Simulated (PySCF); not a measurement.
# GeS⁻ with other numerical set-ups

The method stays; parts of the set-up, such as the basis or the Hamiltonian, are changed.

Method: method and basis as typed in the scripts; program: PySCF 2.14.0.

2 further runs of the same task are left out: 2 that didn't finish.

## 1. The starting structure

GeS⁻: 2 atoms, charge -1, spin multiplicity 2.

Bond lengths: Ge1–S2 2.245 Å.

## 2. Base script

File input.py:

```python
from pyscf import gto, dft, tdscf

mol = gto.M(
    atom='Ge 0 0 0; S 0 0 2.245',
    basis='def2-svp',
    charge=-1,
    spin=1,
    verbose=4,
)
mf = dft.UKS(mol, xc='hcth407')
mf.kernel()
td = tdscf.TDA(mf)
td.nstates = 8
td.kernel()
td.analyze()
mf.dip_moment()
print('orbital energies (hartree):', [e[max(0, n-3):n+3].round(4) for e, n in zip(mf.mo_energy, mol.nelec)])
```

Command:

```
OMP_NUM_THREADS=1 python input.py
```

Its log is not repeated here.

In short: E(SCF) = -2476.016044 Eh, 12 cycles, ⟨S²⟩ = 0.755, excitations 0.08, 2.20, 2.33, 2.72, 2.74 eV.

The bond length is a typed value, not an optimised one. The dipole of an ion depends on the origin.

## 3. 6-31g

Run 1 changes basis set: def2-svp → 6-31g.

File input.py:

```python
from pyscf import gto, dft, tdscf

mol = gto.M(
    atom='Ge 0 0 0; S 0 0 2.245',
    basis='6-31g',
    charge=-1,
    spin=1,
    verbose=4,
)
mf = dft.UKS(mol, xc='hcth407')
mf.kernel()
td = tdscf.TDA(mf)
td.nstates = 8
td.kernel()
td.analyze()
mf.dip_moment()
print('orbital energies (hartree):', [e[max(0, n-3):n+3].round(4) for e, n in zip(mf.mo_energy, mol.nelec)])
```

Command:

```
OMP_NUM_THREADS=1 python input.py
```

## 4. Density fitting def2-universal-jkfit

Run 2 changes density fitting: none → def2-universal-jkfit.

Edit input.py of step 2 so:

```diff
@@ -10,2 +10,3 @@
 mf = dft.UKS(mol, xc='hcth407')
+mf = mf.density_fit(auxbasis='def2-universal-jkfit')
 mf.kernel()
```

Q: Predict the outcome of this session. Wanted: for each run, E(SCF); from base; gap, α spin; after the SCF.

The runs gave:

```
                                 run  E(SCF) (hartree)  from base (eV)  cycles  gap, α spin (eV)  functions              after the SCF
                                base      -2476.016044               0      12              0.11         50  lowest root found 0.08 eV
                               6-31g      -2476.026843         -0.2939      11              0.05         40  lowest root found 0.03 eV
density fitting def2-universal-jkfit      -2476.016083         -0.0010      12              0.11         50  lowest root found 0.08 eV
```

What this shows: The highest filled level of this anion is positive: the basis lacks diffuse functions or the electron is not bound, so these numbers hang on the basis. Of the runs whose energies can be compared, “6-31g” moves the SCF energy most (-0.294 eV). 6-31g (40 functions) gives an energy 0.29 eV lower than def2-svp (50); size alone doesn't order basis sets of different families.
